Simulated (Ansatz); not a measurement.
**BiAs (zincblende type): a single-point run**

The task is a single-point run on BiAs (zincblende type). The structure is shown as the input types it.

Method: DFT, PBE, all-electron PAW with datasets made for the crystal, scalar-relativistic, in Ansatz 0.2.0.

1 further run of the same task is left out (set aside as unsound or not needed).

## (1) The structure to begin with

It takes space group I-4m2 (No. 119, tetragonal). Conventional cell: a = 4.778 Å, b = 4.778 Å, c = 6.605 Å, α = 90.00°, β = 90.00°, γ = 90.00°. Bi (site symmetry -4m2) has 4 As at 2.90 Å as nearest neighbours. As (site symmetry -4m2) has 4 Bi at 2.90 Å as nearest neighbours.

Structure file:

```
Bi As
1.0
     0.00000    3.37829    3.30256
     3.37829    0.00000    3.30256
     3.37829    3.37829    0.00000
Bi As
1 1
Cartesian
  0.0000 0.0000 0.0000
  1.6891 1.6891 1.6513
```

## (2) Input and run

input.yaml

```yaml
crystal:
  lattice:
    - [0.0, 3.3782855424, 3.3025598772]
    - [3.3782855424, 0.0, 3.3025598772]
    - [3.3782855424, 3.3782855424, 0.0]
  atoms:
    - { symbol: Bi, position: [0.0, 0.0, 0.0] }
    - { symbol: As, position: [0.25, 0.25, 0.25] }
kpoints:
  mp_grid: { grid: [10, 10, 10] }
scf:
  occupations: { method: fermi_dirac, width: 0.03 }
  max_iter: "yes please"
hamiltonian:
  xc: pbe
  pseudopotentials: { kind: all_electron, datasets: crystal }
output:
  forces: true
  stress: true
  eigenvalues: true
  efg: { contact_densities: true }
```

Started as:

```bash
> ansatz run input.yaml --threads 1 --pin off --max-ram 2048MiB --backend cpu --events-out ev --progress --plain --runs-dir out
```

What happens when this is run?

The program refused the input before any cycle. It says: «line 13 column 13: invalid u64»

Look at the input: scf.max_iter is yes please. The key wants another kind of value (number, word, list or true/false) than the one typed.

What to do: delete scf.max_iter (the default then holds).
